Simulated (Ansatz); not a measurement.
# Al16Cu: the cost of one run

Computed with Ansatz 0.2.0 (DFT PBE+D3(BJ), scalar-relativistic, plane waves, PAW, unless a step's input says otherwise).

## 1. The structure to begin with

Symmetry: Pmm2, No. 25, orthorhombic system. Conventional cell: a = 5.632 Å, b = 7.965 Å, c = 21.229 Å, α = 90.00°, β = 90.00°, γ = 90.00°. Al (site symmetry 1) has 7 Al at 2.82 to 2.88 Å as nearest neighbours. Around Al (site symmetry mm2) lie 11 Al at 2.82 to 2.85 Å. Al (site symmetry 1) has 11 Al at 2.79 to 2.88 Å as nearest neighbours. Al (site symmetry mm2) is surrounded by 7 Al at 2.79 to 2.82 Å and 1 Cu at 3.00 Å. Al (site symmetry mm2) has 7 Al at 2.79 to 2.82 Å as nearest neighbours. Only part of the 11 independent sites is listed.

Structure file:

```xyz
17
Lattice="5.6324 0.0000 0.0000 0.0000 7.9655 0.0000 0.0000 0.0000 21.2294" Properties=species:S:1:pos:R:3 pbc="T T T"
Al    1.4081    1.9914    4.0000
Al    1.4081    5.9741    4.0000
Al    4.2243    1.9914    4.0000
Al    4.2243    5.9741    4.0000
Al    0.0000    0.0000    5.4081
Al    0.0000    3.9827    5.4081
Al    2.8162    0.0000    5.4081
Al    2.8162    3.9827    5.4081
Al    1.4081    1.9914    6.8803
Al    1.4081    5.9741    6.8803
Al    4.2243    1.9914    6.8803
Al    4.2243    5.9741    6.8803
Al    0.0000    0.0000    8.2294
Al    0.0000    3.9827    8.2294
Al    2.8162    0.0000    8.2294
Al    2.8162    3.9827    8.2294
Cu    0.0000    0.0000   11.2294
```

This is the geometry of the first run shown, built on a cell relaxed beforehand with the same method.

## 2. Plan of the line

Atoms count from 1 in the order of the input.

Cu is moved over the surface cell at a fixed height above a rigid substrate; the origin of the map has the adsorbate above Al13; the height is held at 3.00 Å.

First coordinate, position of Cu17 along the first surface vector, from above Al13: 6 values from 0.000 to 0.833, periodic. Second coordinate, position of Cu17 along the second surface vector, from above Al13: 8 values from 0.000 to 0.875, periodic.

Nothing else is relaxed. Points are written as (first, second).

The two vectors of the plane (Å): (2.816, 0.000, 0.000); (0.000, 3.983, 0.000).

## 3. The run at (0/6, 0/8) of the map's two axes

The cell repeats along c, and a dipole correction in the vacuum removes the field between the copies.

File input.yaml:

```yaml
crystal:
  lattice:
    - [5.6324246412, 0.0, 0.0]
    - [0.0, 7.9654513166, 0.0]
    - [0.0, 0.0, 21.2293510975]
  atoms:
    - { symbol: Al, position: [0.25, 0.25, 0.1884183827] }
    - { symbol: Al, position: [0.25, 0.75, 0.1884183827] }
    - { symbol: Al, position: [0.75, 0.25, 0.1884183827] }
    - { symbol: Al, position: [0.75, 0.75, 0.1884183827] }
    - { symbol: Al, position: [0.0, 0.0, 0.2547466541] }
    - { symbol: Al, position: [0.0, 0.5, 0.2547466541] }
    - { symbol: Al, position: [0.5, 0.0, 0.2547466541] }
    - { symbol: Al, position: [0.5, 0.5, 0.2547466541] }
    - { symbol: Al, position: [0.25, 0.25, 0.3240951258] }
    - { symbol: Al, position: [0.25, 0.75, 0.3240951258] }
    - { symbol: Al, position: [0.75, 0.25, 0.3240951258] }
    - { symbol: Al, position: [0.75, 0.75, 0.3240951258] }
    - { symbol: Al, position: [0.0, 0.0, 0.3876402562] }
    - { symbol: Al, position: [0.0, 0.5, 0.3876402562] }
    - { symbol: Al, position: [0.5, 0.0, 0.3876402562] }
    - { symbol: Al, position: [0.5, 0.5, 0.3876402562] }
    - { symbol: Cu, position: [0.0, 0.0, 0.5289540432] }
basis:
  ecutwfc: 420
kpoints:
  mp_grid: { grid: [5, 4, 1] }
hamiltonian:
  xc: pbe
  dispersion: d3bj
scf:
  occupations: { method: gaussian, width: 0.1 }
output:
  forces: true
  eigenvalues: true
efield:
  axis: 3
  dipole_correction: true
  ramp_width: 0.04
```

Run with:

```sh
$ ansatz run input.yaml --threads 1 --pin off --max-ram 3072MiB --backend cpu --events-out ev --progress --plain --runs-dir out
```

Q: Estimate wall time and peak memory on 1 thread of Intel Xeon Platinum 8488C (Sapphire Rapids), shared host.

About 32 s, with a peak of 0.95 GiB.
